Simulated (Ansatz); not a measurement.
# Ta3H: the cost of one run

Computed with Ansatz 0.2.0 (DFT PBE, scalar-relativistic, plane waves, PAW, unless a step's input says otherwise).

## (1) Starting point

The structure is tetragonal, space group I4/mmm (No. 139). The conventional cell has a = 3.885 Å, b = 3.885 Å, c = 7.851 Å, α = 90.00°, β = 90.00°, γ = 90.00°. Ta (site symmetry -4m2) has 8 Ta at 2.75 to 2.76 Å and 4 H at 2.76 Å in its first shell of neighbours. Ta (site symmetry 4/mmm) is surrounded by 4 H at 2.75 Å and 8 Ta at 2.76 Å. H (site symmetry 4/mmm) has 12 Ta at 2.75 to 2.76 Å in its first shell of neighbours.

Coordinates:

```xyz
4
Lattice="-1.9424 1.9424 3.9255 1.9424 -1.9424 3.9255 1.9424 1.9424 -3.9255" Properties=species:S:1:pos:R:3 pbc="T T T"
Ta    0.0000    1.9424    1.9628
Ta    1.9424    0.0000    1.9628
Ta    0.0000    0.0000    3.9255
H     0.0000    0.0000    0.0000
```

A structure generator made this guess: species swapped into a database cell of NiIr3 (I4/mmm, No. 139), with H on the Ni sites and Ta on the Ir sites. Lengths come from tabulated atomic sizes and are only a guess.

## (2) A first look at the guess

Input file input.yaml:

```yaml
crystal:
  lattice:
    - [-1.94236839, 1.94236839, 3.92550884]
    - [1.94236839, -1.94236839, 3.92550884]
    - [1.94236839, 1.94236839, -3.92550884]
  atoms:
    - { symbol: Ta, position: [0.75, 0.25, 0.5] }
    - { symbol: Ta, position: [0.25, 0.75, 0.5] }
    - { symbol: Ta, position: [0.5, 0.5, 0.0] }
    - { symbol: H, position: [0.0, 0.0, 0.0] }
basis:
  ecutwfc: 420
kpoints:
  mp_grid: { grid: [6, 6, 6] }
hamiltonian:
  xc: pbe
scf:
  occupations: { method: gaussian, width: 0.1 }
  lower_state_search: "off"
output:
  forces: true
  stress: true
  eigenvalues: true
```

Command:

```
$ ansatz run input.yaml --threads 1 --pin off --max-ram 2560MiB --backend cpu --events-out ev --progress --plain --runs-dir out
```

**Question.** How long does this run take on 1 thread of Arm Neoverse V1, shared host, and how much memory does it need?

About 2.5 s, with a peak of 0.34 GiB.
